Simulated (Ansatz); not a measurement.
# SiGe: a line through a two-coordinate scan

One line of a two-coordinate grid on SiGe (P6_3mc, No. 186; 4 atoms in the cell): c/a of the conventional cell is varied, at volume per atom = 22.07 Å³.

Computed with Ansatz 0.2.0 (DFT PBEsol, scalar-relativistic, plane waves, PAW, unless a step's input says otherwise).

## Step 1: The starting structure

The structure is hexagonal, space group P6_3mc (No. 186). The conventional cell has a = 3.900 Å, b = 3.900 Å, c = 6.443 Å, α = 90.00°, β = 90.00°, γ = 120.00°. Around Si (site symmetry 3m) lie 4 Ge at 2.39 to 2.41 Å. Ge (site symmetry 3m) has 4 Si at 2.39 to 2.41 Å as nearest neighbours.

As a file:

```cif
data_structure
_symmetry_space_group_name_H-M 'P6_3mc'
_symmetry_Int_Tables_number 186
_cell_length_a 3.9005
_cell_length_b 3.9005
_cell_length_c 6.4432
_cell_angle_alpha 90.000
_cell_angle_beta 90.000
_cell_angle_gamma 120.000
_cell_volume 84.89
loop_
_atom_site_label
_atom_site_type_symbol
_atom_site_symmetry_multiplicity
_atom_site_Wyckoff_symbol
_atom_site_fract_x
_atom_site_fract_y
_atom_site_fract_z
_atom_site_occupancy
Si1 Si 2 b 0.66667 0.33333 0.87455 1
Ge1 Ge 2 b 0.66667 0.33333 0.50045 1
```

It goes back to an entry of the Materials Project.

It is the result of an earlier relaxation at this level (volume 21.22 Å³/atom; gap on the mesh: 0.35 eV).

## Step 2: Plan of the line

The energy is mapped over volume and the cell's shape.

- volume per atom: 5 values from 19.52 to 22.92 Å³
- c/a of the conventional cell: 5 values from 1.377 to 1.982

Nothing else is relaxed (fractional coordinates fixed). Energies count from the relaxed crystal. Points are written as (first, second).

## Step 3: Grid point (22.07 Å³, 1.377)

Input file input.yaml:

```yaml
crystal:
  lattice:
    - [4.1989983336, 0.0, 0.0]
    - [-2.0994991668, 3.6364392273, 0.0]
    - [0.0, 0.0, 5.7820207053]
  atoms:
    - { symbol: Si, position: [0.6666666667, 0.3333333333, 0.8745463082] }
    - { symbol: Si, position: [0.3333333333, 0.6666666667, 0.3745463082] }
    - { symbol: Ge, position: [0.6666666667, 0.3333333333, 0.5004526918] }
    - { symbol: Ge, position: [0.3333333333, 0.6666666667, 0.0004526918] }
basis:
  ecutwfc: 420
kpoints:
  mp_grid: { grid: [12, 12, 6] }
hamiltonian:
  xc: pbesol
  pseudopotentials: { kind: paw, azcp: { folder: soft_1 } }
scf:
  occupations: { method: gaussian, width: 0.03 }
output:
  forces: true
  stress: true
  eigenvalues: true
```

On the command line:

```console
ansatz run input.yaml --threads 1 --pin off --max-ram 2048MiB --backend cpu --events-out ev --progress --plain --runs-dir out
```

The session goes on with these runs: the other points of the line.

**Question.** What will these runs give? Wanted: for each run, c/a of the conventional cell; energy; slope; pressure; largest force on an atom.

**Answer**, as computed:

```
c/a of the conventional cell  step  energy (meV/atom)  slope (meV/atom per unit)  pressure (GPa)  band gap on the k-mesh (eV)  largest force on an atom (eV/Å)
                       1.377     3                330                      −2741            1.95                         0.00                             2.87
                       1.508     4                 83                      −1137           −1.73                         0.00                             1.07
                       1.652     5                  8                          0           −2.91                         0.30                             0.01
                       1.809     6                 72                        741           −1.97                         0.08                             0.51
                       1.982     7                235                       1070            0.54                         0.00                             0.73
```

Energies count from the relaxed crystal. Slopes come from the forces (and the stress, where the cell changes), not from differences of energies.

The lowest point of the line is at 1.652, 8 meV/atom from the zero. Energies and slopes round the minimum, fitted together, put the minimum at 1.6520, with a curvature of about 6100 meV/atom per (unit)². The highest point computed, at 1.377, lies 322 meV/atom above the lowest. The gap on the mesh reads zero on part of the line; semilocal functionals close small gaps early. This is one cut through a surface in two coordinates; the map's lowest point lies off it. A rigid map gives upper bounds: relaxing the other coordinates can only lower a point. The gap on the mesh closes on part of the grid.
